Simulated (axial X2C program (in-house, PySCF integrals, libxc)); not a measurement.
**SeNa: bond curves with and without spin–orbit coupling**

What are the state, bond length, wavenumber and bond energy of SeNa, and what does spin–orbit coupling change?

Computed with an in-house X2C program for linear molecules on PySCF integrals. Level: all-electron X2C, Se dyall-cv3z, Na dyall-cv3z.

All values are calculated.

### Step 1. Input

task.json

```json
{"zs": [34, 11], "q": 0, "bas": ["dyall-cv3z", "dyall-cv3z"], "levels": ["PBE0", "HF", "PBEsol"], "cc": true, "r0": 2.67, "thr": -2.0, "nmax": 90, "npts": 10, "nst": 2, "ntry": 6}
```

Keys: zs atomic numbers; q charge; bas basis sets; levels methods (HF also brings MP2); cc coupled cluster on or off; r0 starting distance in Å; thr threshold in hartree for freezing inner shells (an s shell follows its p shell); nmax most natural virtual spinors; npts points asked for on the curve; nst determinants followed; ntry starts of the search.

The run is started by

```
$ python so2c.py task.json out
```

Spin-free means the one-electron spin-free X2C Hamiltonian; two-component (2c) means X2C with spin–orbit coupling and atomic mean-field two-electron Coulomb and Gaunt terms. Basis: Se dyall-cv3z contracted to [8s9p6d4f1g], Na dyall-cv3z contracted to [9s8p5d2f]; Gaussian nuclei, density fitting. Masses: Se 79.917 u, Na 22.990 u.

Notation: σ, π±, δ± give the projection m of an orbital's angular momentum (0, ±1, ±2), α and β its spin, Λ and M_S the sums; ω is the projection of a spinor's total angular momentum and Ω the sum. Logs are in hartree.

The results follow Hamiltonian by Hamiltonian and level by level.

### Step 2. Which state to follow

Determinants are compared with PBE0 at 2.670 Å.

Spin-free determinants:

```
ΔE (eV)             state                                  open shells
   0.00  M_S = 1/2, Λ = 1          beyond closed shells: π+α, π+β, π-α
   0.60  M_S = 1/2, Λ = 0                     beyond closed shells: σα
   2.51  M_S = 3/2, Λ = 0           beyond closed shells: σα, π+α, π-α
   2.56  M_S = 1/2, Λ = 0           beyond closed shells: σβ, π+α, π-α
   2.94  M_S = 3/2, Λ = 1  beyond closed shells: 2 × σα, π+α, π+β, π-α
   3.65  M_S = 1/2, Λ = 2           beyond closed shells: σα, π+α, π+β
```

Two-component determinants:

| ΔE (eV) | state | open shells |
| --- | --- | --- |
| 0.00 | Ω = 3/2 | excess of +ω over −ω: ω = 3/2 |
| 0.18 | Ω = 1/2 | excess of +ω over −ω: ω = 1/2 |
| 2.64 | Ω = 1/2 | excess of +ω over −ω: 2 × ω = -1/2, ω = 3/2 |
| 2.91 | Ω = 5/2 | excess of +ω over −ω: 2 × ω = 1/2, ω = 3/2 |
| 3.51 | Ω = 1/2 | excess of +ω over −ω: ω = 1/2 |
| 3.56 | Ω = 3/2 | excess of +ω over −ω: 3 × ω = 1/2 |
| 4.17 | Ω = 5/2 | excess of +ω over −ω: ω = -1/2, 2 × ω = 3/2 |

### Step 3. PBE0, spin-free

State followed: M_S = 1/2, Λ = 1 (beyond closed shells: π+α, π+β, π-α). The scan is laid around 2.607 Å, a first estimate of the minimum, and this SCF restarts from the orbitals of the search.

Output at 2.607 Å:

```text
spin-free X2C-1e  PBE0
basis functions 174  fitting functions 913  grid points 5086
iter        total energy     max residual
   1      -2591.883770958     1.99e+00
   2      -2592.093284987     1.05e-02
   3      -2592.093377636     2.84e-03
   4      -2592.093508460     1.34e-03
   5      -2592.093510806     5.00e-04
   6      -2592.093512800     8.87e-05
   7      -2592.093512806     1.82e-05
converged
one-electron -3762.78375692  Coulomb 1197.55836980  exact exchange -25.23333317  xc functional -77.55051054  nuclear repulsion 75.91571802
```

Along the bond, energies from the lowest point:

```tsv
R (Å)	E (eV)	μ (D)	HOMO (eV)	LUMO (eV)	iterations
2.268	0.3978	7.22	-5.23	-3.02	10
2.372	0.1646	7.53	-5.12	-2.92	10
2.451	0.0649	7.77	-5.05	-2.85	9
2.529	0.0132	8.01	-4.98	-2.78	9
2.607	0.0000	8.26	-4.91	-2.72	7
2.698	0.0200	8.55	-4.84	-2.65	9
2.789	0.0693	8.84	-4.77	-2.58	8
2.907	0.1625	9.22	-4.69	-2.50	10
3.050	0.3049	9.67	-4.60	-2.41	10
3.259	0.5397	10.31	-4.49	-2.29	11
```

Dipoles are positive if Na is the positive end.

Outer orbitals at the reference distance:

```
symmetry  occupied  ε (eV)             atomic character
     π+β       yes  -32.64                    100% Na p
     π+α       yes  -32.64                    100% Na p
     π-α       yes  -32.64                    100% Na p
     π-β       yes  -32.64                    100% Na p
      σβ       yes  -32.59                    100% Na p
      σα       yes  -32.59                    100% Na p
      σα       yes  -17.06   85% Se s, 7% Na p, 5% Na d
      σβ       yes  -15.93   85% Se s, 7% Na p, 5% Na d
      σα       yes   -5.87  84% Se p, 11% Na s, 4% Na p
     π-α       yes   -5.87   92% Se p, 4% Na d, 4% Na p
     π+α       yes   -5.87   92% Se p, 4% Na d, 4% Na p
      σβ       yes   -5.53  82% Se p, 13% Na s, 4% Na p
     π+β       yes   -4.91   90% Se p, 5% Na p, 4% Na d
     π-β        no   -2.72   86% Se p, 9% Na p, 5% Na d
      σβ        no   -1.72  70% Na s, 24% Na p, 6% Se p
      σα        no   -1.69  73% Na s, 22% Na p, 4% Se p
     π+α        no   -0.01   95% Na p, 2% Na d, 2% Se p
```

PBE0 fields in the half plane through the axis: z from -2.4 to 4.8 Å across, distance from the axis 0.15 to 2.25 Å upwards; Se lies at z = 0 and Na at z = 2.607 Å; the ELF is damped to zero where the density is low.

log10 density (e/bohr³). Ten even steps from ' ' (-5.03 ) to '@' (1.42 ):
```
....::::::::--------------::::::::::........      
..::::::--------====----------::::::::........    
..::::----================--------::::::::....    
::::----====++++++++++========--------::::::....  
::----====++++++++++++++++============----::....  
::--====++++**********++++++==++++**++==--::::....
::--====++****##%%##****++++++**####**++==--::....
----==++++**##%%@@%%##**++++++##%%%%##**==--::....
```

ELF. Ten even steps from '0' (0.00 ) to '9' (0.86 ):
```
0000011222222111000000000
0001234444443332100000000
0013456666665531000000000
0135678888877620000000000
0246899988988610000000000
1368998534899401564100000
1478994252399306998510000
2479982828289219839720000
```

Re = 2.601 Å, ωe = 270.5 cm⁻¹, ωexe = 0.948 cm⁻¹, Be = 0.1395 cm⁻¹, De = 2.30 eV, μ = 8.24 D.

### Step 4. HF, spin-free

The SCF at the reference distance of 2.607 Å:

```text
spin-free X2C-1e  HF
basis functions 174  fitting functions 913  grid points 5086
iter        total energy     max residual
   1      -2590.243001785     2.27e-01
   2      -2590.261632763     8.13e-03
   3      -2590.262216547     6.19e-03
   4      -2590.262316912     2.50e-03
   5      -2590.262333813     3.99e-04
   6      -2590.262336642     2.24e-04
   7      -2590.262336884     5.94e-05
   8      -2590.262336929     1.82e-05
   9      -2590.262336934     1.04e-05
  10      -2590.262336935     1.58e-06
converged
one-electron -3763.16146937  Coulomb 1198.02474277  exact exchange -101.04132836  xc functional 0.00000000  nuclear repulsion 75.91571802
```

Re = 2.635 Å, ωe = 269.5 cm⁻¹, ωexe = 0.978 cm⁻¹, Be = 0.136 cm⁻¹, De = 1.26 eV, μ = 9.21 D.

### Step 5. PBEsol, spin-free

Output at 2.607 Å:

```text
spin-free X2C-1e  PBEsol
basis functions 174  fitting functions 913  grid points 5086
iter        total energy     max residual
   1      -2589.954137972     1.07e-01
   2      -2589.957944228     1.06e-02
   3      -2589.958193440     1.80e-02
   4      -2589.958632169     2.12e-03
   5      -2589.958638168     2.19e-03
   6      -2589.958661952     2.13e-04
   7      -2589.958661961     7.99e-05
   8      -2589.958662064     1.67e-05
   9      -2589.958662064     2.88e-06
converged
one-electron -3761.99351898  Coulomb 1196.68961529  exact exchange 0.00000000  xc functional -100.57047639  nuclear repulsion 75.91571802
```

Re = 2.598 Å, ωe = 265.4 cm⁻¹, ωexe = 0.954 cm⁻¹, Be = 0.1399 cm⁻¹, De = 2.50 eV, μ = 7.81 D.

### Step 6. MP2 and beyond, spin-free

Correlated methods: 15 electrons correlated (frozen shells, counted by type: Se 3 s, 2 p, 1 d; Na 1 s), 235 virtual spinors in MP2, 90 natural virtuals in coupled cluster.

Output of the correlated part at 2.607 Å:

```text
correlated 15  virtual 235  natural virtual 90  E(MP2) -0.411003497  MP2 remainder -0.029050596
iter   CCSD correlation   residual
   1     -0.397818641   8.18e-02
   2     -0.403894577   2.59e-02
   3     -0.403902221   7.24e-03
   4     -0.403918233   2.92e-03
   5     -0.403928990   1.03e-03
   6     -0.403925310   2.97e-04
   7     -0.403926853   9.03e-05
   8     -0.403926607   3.20e-05
   9     -0.403926368   1.13e-05
  10     -0.403926515   3.46e-06
  11     -0.403926530   1.09e-06
(T) -0.008447936  T1 0.0081  D1 0.0177  max T2 0.061
```

T1 in the output is the amplitude norm over the root of the electron number; divide by √2 for the Lee–Taylor value.

MP2: Re = 2.604 Å, ωe = 273.7 cm⁻¹, Be = 0.1393 cm⁻¹, De = 2.21 eV.

CCSD: Re = 2.606 Å, ωe = 273.3 cm⁻¹, ωexe = 0.998 cm⁻¹, Be = 0.139 cm⁻¹, De = 2.17 eV. T1 at Re = 0.006 (Lee–Taylor, the printed value over √2).

CCSD(T): Re = 2.606 Å, ωe = 272.7 cm⁻¹, ωexe = 1 cm⁻¹, Be = 0.139 cm⁻¹, De = 2.21 eV. T1 at Re = 0.006 (Lee–Taylor, the printed value over √2).

### Step 7. A higher determinant, spin-free

State: M_S = 1/2, Λ = 0 (beyond closed shells: σα).

Output at the reference distance:

```text
spin-free X2C-1e  PBE0
basis functions 174  fitting functions 913  grid points 5086
iter        total energy     max residual
   1      -2591.885859869     1.94e+00
   2      -2592.071928062     9.84e-03
   3      -2592.072010226     2.18e-03
   4      -2592.072082871     1.17e-03
   5      -2592.072083988     4.62e-04
   6      -2592.072085213     9.78e-05
   7      -2592.072085223     3.55e-05
   8      -2592.072085238     1.02e-05
   9      -2592.072085238     2.16e-06
converged
one-electron -3762.59338285  Coulomb 1197.39633784  exact exchange -25.23606694  xc functional -77.55469130  nuclear repulsion 75.91571802
```

```tsv
R (Å)	E above the lowest PBE0 point (eV)
2.268	0.790
2.372	0.641
2.451	0.588
2.529	0.571
2.607	0.583
2.698	0.623
2.789	0.684
2.907	0.785
3.050	0.926
```

Re = 2.532 Å, ωe = 262.8 cm⁻¹, ωexe = 1.03 cm⁻¹, Be = 0.1473 cm⁻¹, μ = 8.66 D. Te = 0.57 eV.

### Step 8. The spin-free curves together

Energy (eV) of the followed determinant, spin-free, from each level's lowest point:

```tsv
R (Å)	PBE0	HF	MP2	CCSD	CCSD(T)	PBEsol
2.268	0.398	0.491	0.413	n/a	n/a	0.377
2.372	0.165	0.220	0.172	0.176	0.175	0.154
2.451	0.065	0.098	0.069	0.071	0.070	0.060
2.529	0.013	0.028	0.015	0.016	0.016	0.011
2.607	0.000	0.000	0.000	0.000	0.000	0.000
2.698	0.020	0.007	0.020	0.019	0.019	0.020
2.789	0.069	0.047	0.069	0.068	0.068	0.068
2.907	0.163	0.131	0.164	0.162	0.161	0.158
3.050	0.305	0.268	0.311	n/a	n/a	0.295
3.259	0.540	0.502	0.554	n/a	n/a	0.518
```

### Step 9. PBE0, 2c

State followed: Ω = 3/2 (excess of +ω over −ω: ω = 3/2). The scan is laid around 2.607 Å, a first estimate of the minimum, and this SCF restarts from the orbitals of the search.

The SCF at the reference distance of 2.607 Å:

```text
two-component X2C + atomic mean field  PBE0
basis functions 174  fitting functions 913  grid points 5086
iter        total energy     max residual
   1      -2591.050956518     1.97e+00
   2      -2591.260798039     1.06e-02
   3      -2591.260889529     2.84e-03
   4      -2591.261023103     1.34e-03
   5      -2591.261025477     5.00e-04
   6      -2591.261027541     8.90e-05
   7      -2591.261027548     1.82e-05
converged
one-electron -3760.66156183  Coulomb 1197.14279101  exact exchange -25.22439321  xc functional -77.52324886  nuclear repulsion 75.91571802  atomic mean-field constant -0.91033268
```

Along the bond, energies from the lowest point:

```tsv
R (Å)	E (eV)	μ (D)	HOMO (eV)	LUMO (eV)	iterations
2.268	0.4000	7.21	-5.29	-2.92	11
2.372	0.1661	7.52	-5.19	-2.82	10
2.451	0.0659	7.75	-5.12	-2.75	9
2.529	0.0137	7.99	-5.05	-2.68	9
2.607	0.0000	8.24	-4.98	-2.62	7
2.698	0.0194	8.52	-4.91	-2.55	9
2.789	0.0680	8.81	-4.85	-2.48	9
2.907	0.1605	9.18	-4.77	-2.40	10
3.050	0.3019	9.63	-4.68	-2.31	10
3.259	0.5352	10.25	-4.57	-2.26	11
```

Dipoles are positive if Na is the positive end.

Outer spinors at the reference distance:

| ω | occupied | ε (eV) | atomic character | λ mixture |
| --- | --- | --- | --- | --- |
| 1/2 | yes | -32.72 | 100% Na p | 78% π, 22% σ |
| -1/2 | yes | -32.71 | 100% Na p | 77% π, 23% σ |
| 3/2 | yes | -32.57 | 100% Na p | 100% π |
| -3/2 | yes | -32.56 | 100% Na p | 100% π |
| -1/2 | yes | -32.53 | 100% Na p | 77% σ, 23% π |
| 1/2 | yes | -32.53 | 100% Na p | 78% σ, 22% π |
| 1/2 | yes | -17.04 | 85% Se s, 7% Na p, 5% Na d | 100% σ |
| -1/2 | yes | -15.93 | 85% Se s, 7% Na p, 5% Na d | 100% σ |
| -1/2 | yes | -6.01 | 92% Se p, 4% Na d, 4% Na p | 91% π, 9% σ |
| 1/2 | yes | -5.89 | 84% Se p, 10% Na s, 4% Na p | 97% σ, 3% π |
| 3/2 | yes | -5.73 | 92% Se p, 4% Na d, 4% Na p | 100% π |
| -1/2 | yes | -5.47 | 82% Se p, 12% Na s, 4% Na p | 91% σ, 9% π |
| 1/2 | yes | -4.98 | 90% Se p, 5% Na p, 4% Na d | 97% π, 3% σ |
| -3/2 | no | -2.62 | 86% Se p, 9% Na p, 5% Na d | 100% π |
| -1/2 | no | -1.71 | 70% Na s, 24% Na p, 6% Se p | 100% σ |
| 1/2 | no | -1.69 | 72% Na s, 22% Na p, 5% Se p | 100% σ |
| -1/2 | no | -0.02 | 95% Na p, 2% Na d, 2% Se p | 100% π |

PBE0 fields in the half plane through the axis: z from -2.4 to 4.8 Å across, distance from the axis 0.15 to 2.25 Å upwards; Se lies at z = 0 and Na at z = 2.607 Å; the ELF is damped to zero where the density is low.

log10 density (e/bohr³). Ten even steps from ' ' (-5.01 ) to '@' (1.42 ):
```
......::::::--------------::::::::::......        
..::::::--------==------------::::::::........    
..::::----================--------::::::::....    
::::----====++++++++++========--------::::::....  
::----====++++++++++++++++============----::....  
::----==++++**********++++++==++++**++==--::::....
::--====++****##%%##****++++++**####**++==--::....
----====++**##%%@@%%##**++++++##%%%%##**==--::....
```

ELF. Ten even steps from ' ' (0.00 ) to '@' (0.86 ):
```
          ....::::::::::::......                  
      ..::--============------::..                
    ..--==++************++++==..                  
  ..--++**##%%%%%%%%%%####**::                    
  ::==**%%@@@@@@%%%%@@%%%%**..                    
..--**%%@@@@%%++--==%%@@@@==  ..++**==..          
..==##%%@@@@==::++::--@@@@--  **@@@@%%++..        
::==##@@@@%%::%%::%%::%%@@::..@@%%--@@##::        
```

Re = 2.603 Å, ωe = 269.9 cm⁻¹, ωexe = 0.949 cm⁻¹, Be = 0.1394 cm⁻¹, De = 2.34 eV, μ = 8.22 D.

### Step 10. HF, 2c

Output at 2.607 Å:

```text
two-component X2C + atomic mean field  HF
basis functions 174  fitting functions 913  grid points 5086
iter        total energy     max residual
   1      -2589.410958333     2.32e-01
   2      -2589.429571805     8.11e-03
   3      -2589.430155568     6.32e-03
   4      -2589.430255772     2.50e-03
   5      -2589.430272573     3.75e-04
   6      -2589.430275310     2.18e-04
   7      -2589.430275537     5.67e-05
   8      -2589.430275580     1.86e-05
   9      -2589.430275585     1.10e-05
  10      -2589.430275586     2.45e-06
converged
one-electron -3761.04169685  Coulomb 1197.61157528  exact exchange -101.00553936  xc functional 0.00000000  nuclear repulsion 75.91571802  atomic mean-field constant -0.91033268
```

Re = 2.636 Å, ωe = 269.0 cm⁻¹, ωexe = 0.976 cm⁻¹, Be = 0.1359 cm⁻¹, De = 1.29 eV, μ = 9.20 D.

### Step 11. PBEsol, 2c

Output at 2.607 Å:

```text
two-component X2C + atomic mean field  PBEsol
basis functions 174  fitting functions 913  grid points 5086
iter        total energy     max residual
   1      -2589.122066156     1.07e-01
   2      -2589.125873498     1.06e-02
   3      -2589.126122591     1.80e-02
   4      -2589.126560176     2.12e-03
   5      -2589.126566140     2.19e-03
   6      -2589.126589892     2.12e-04
   7      -2589.126589901     7.89e-05
   8      -2589.126590005     1.68e-05
   9      -2589.126590005     2.84e-06
converged
one-electron -3759.87120400  Coulomb 1196.27392359  exact exchange 0.00000000  xc functional -100.53469494  nuclear repulsion 75.91571802  atomic mean-field constant -0.91033268
```

Re = 2.600 Å, ωe = 264.7 cm⁻¹, ωexe = 0.957 cm⁻¹, Be = 0.1397 cm⁻¹, De = 2.53 eV, μ = 7.79 D.

### Step 12. Correlated methods, 2c

Correlated methods: 15 electrons correlated (frozen shells, counted by type: Se 3 s, 2 p, 1 d; Na 1 s), 235 virtual spinors in MP2, 90 natural virtuals in coupled cluster.

Output of the correlated part at 2.607 Å:

```text
correlated 15  virtual 235  natural virtual 90  E(MP2) -0.410914086  MP2 remainder -0.029086913
iter   CCSD correlation   residual
   1     -0.397702525   8.17e-02
   2     -0.403764659   2.58e-02
   3     -0.403770020   7.11e-03
   4     -0.403783744   2.84e-03
   5     -0.403793768   9.91e-04
   6     -0.403790167   2.83e-04
   7     -0.403791667   8.46e-05
   8     -0.403791467   2.98e-05
   9     -0.403791237   1.06e-05
  10     -0.403791374   3.28e-06
  11     -0.403791387   1.02e-06
(T) -0.008431998  T1 0.0079  D1 0.0176  max T2 0.061
```

MP2: Re = 2.605 Å, ωe = 273.2 cm⁻¹, Be = 0.1392 cm⁻¹, De = 2.18 eV.

CCSD: Re = 2.607 Å, ωe = 272.8 cm⁻¹, ωexe = 0.998 cm⁻¹, Be = 0.1389 cm⁻¹, De = 2.15 eV. T1 at Re = 0.006 (Lee–Taylor, the printed value over √2).

CCSD(T): Re = 2.607 Å, ωe = 272.2 cm⁻¹, ωexe = 1 cm⁻¹, Be = 0.1389 cm⁻¹, De = 2.18 eV. T1 at Re = 0.006 (Lee–Taylor, the printed value over √2).

### Step 13. A higher determinant, 2c

State: Ω = 1/2 (excess of +ω over −ω: ω = 1/2).

Output at the reference distance:

```text
two-component X2C + atomic mean field  PBE0
basis functions 174  fitting functions 913  grid points 5086
iter        total energy     max residual
   1      -2591.045413324     1.97e+00
   2      -2591.254224367     1.05e-02
   3      -2591.254317496     2.79e-03
   4      -2591.254441958     1.35e-03
   5      -2591.254444358     4.91e-04
   6      -2591.254446342     9.70e-05
   7      -2591.254446385     3.59e-05
   8      -2591.254446427     7.56e-05
   9      -2591.254446440     1.40e-05
  10      -2591.254446441     2.61e-06
converged
one-electron -3760.57817866  Coulomb 1197.06338430  exact exchange -25.22394022  xc functional -77.52109720  nuclear repulsion 75.91571802  atomic mean-field constant -0.91033268
```

```tsv
R (Å)	E above the lowest PBE0 point (eV)
2.268	0.568
2.372	0.340
2.451	0.242
2.529	0.191
2.607	0.179
2.698	0.200
2.789	0.249
2.907	0.343
3.050	0.485
```

Re = 2.599 Å, ωe = 270.1 cm⁻¹, ωexe = 0.952 cm⁻¹, Be = 0.1398 cm⁻¹, μ = 8.26 D. Te = 0.18 eV.

### Step 14. The 2c curves together

Energy (eV) of the followed determinant, 2c, from each level's lowest point:

```tsv
R (Å)	PBE0	HF	MP2	CCSD	CCSD(T)	PBEsol
2.268	0.400	0.493	0.415	n/a	n/a	0.379
2.372	0.166	0.221	0.174	0.177	0.176	0.156
2.451	0.066	0.098	0.070	0.072	0.071	0.061
2.529	0.014	0.029	0.015	0.016	0.016	0.012
2.607	0.000	0.000	0.000	0.000	0.000	0.000
2.698	0.019	0.007	0.019	0.018	0.018	0.020
2.789	0.068	0.046	0.069	0.067	0.067	0.067
2.907	0.160	0.130	0.163	0.160	0.159	0.156
3.050	0.302	0.266	0.308	n/a	n/a	0.291
3.259	0.535	0.499	0.551	n/a	n/a	0.513
```

Time for the job: 2.1 min (1 thread of Arm Neoverse V2, shared host); peak memory 0.95 GiB.

### Step 15. What came out

Lowest determinant that the search found at its distance, spin-free: M_S = 1/2, Λ = 1 (beyond closed shells: π+α, π+β, π-α).

Lowest determinant that the search found at its distance, 2c: Ω = 3/2 (excess of +ω over −ω: ω = 3/2).

| Hamiltonian | level | Re (Å) | ωe (cm⁻¹) | De (eV) | μ (D) |
| --- | --- | --- | --- | --- | --- |
| spin-free | PBE0 | 2.601 | 270.5 | 2.30 | 8.24 |
| spin-free | HF | 2.635 | 269.5 | 1.26 | 9.21 |
| spin-free | MP2 | 2.604 | 273.7 | 2.21 | n/a |
| spin-free | CCSD | 2.606 | 273.3 | 2.17 | n/a |
| spin-free | CCSD(T) | 2.606 | 272.7 | 2.21 | n/a |
| spin-free | PBEsol | 2.598 | 265.4 | 2.50 | 7.81 |
| 2c | PBE0 | 2.603 | 269.9 | 2.34 | 8.22 |
| 2c | HF | 2.636 | 269.0 | 1.29 | 9.20 |
| 2c | MP2 | 2.605 | 273.2 | 2.18 | n/a |
| 2c | CCSD | 2.607 | 272.8 | 2.15 | n/a |
| 2c | CCSD(T) | 2.607 | 272.2 | 2.18 | n/a |
| 2c | PBEsol | 2.600 | 264.7 | 2.53 | 7.79 |

Dipoles are positive if Na is the positive end.

Time per point (s) on 1 thread of Arm Neoverse V2, shared host (2c runs; CCSD comes with the CCSD(T) run); the times are rough: PBE0 0.48, HF 0.34, MP2 0.62, CCSD(T) 6, PBEsol 0.27.

What this shows: At CCSD(T), going from spin-free to two-component changes Re by +1 mÅ, ωe by -0.2 %; the spin-free picture holds up (part of it comes from the scalar share of the two-electron terms). De moves by -0.03 eV; both De rest on single-determinant atoms, which can miss part of an open shell's spin–orbit lowering.

De refers to Se + Na, each in the lowest determinant found, which need not be this curve's own limit. The state is a single determinant with fixed occupations, the lowest that a limited PBE0 search found. Dissociation energies refer to the lowest single-determinant-based atoms at the same level and basis. Density functionals use the spin component along the axis (collinear). CCSD and (T) use frozen natural virtuals with an MP2 correction for the truncation.
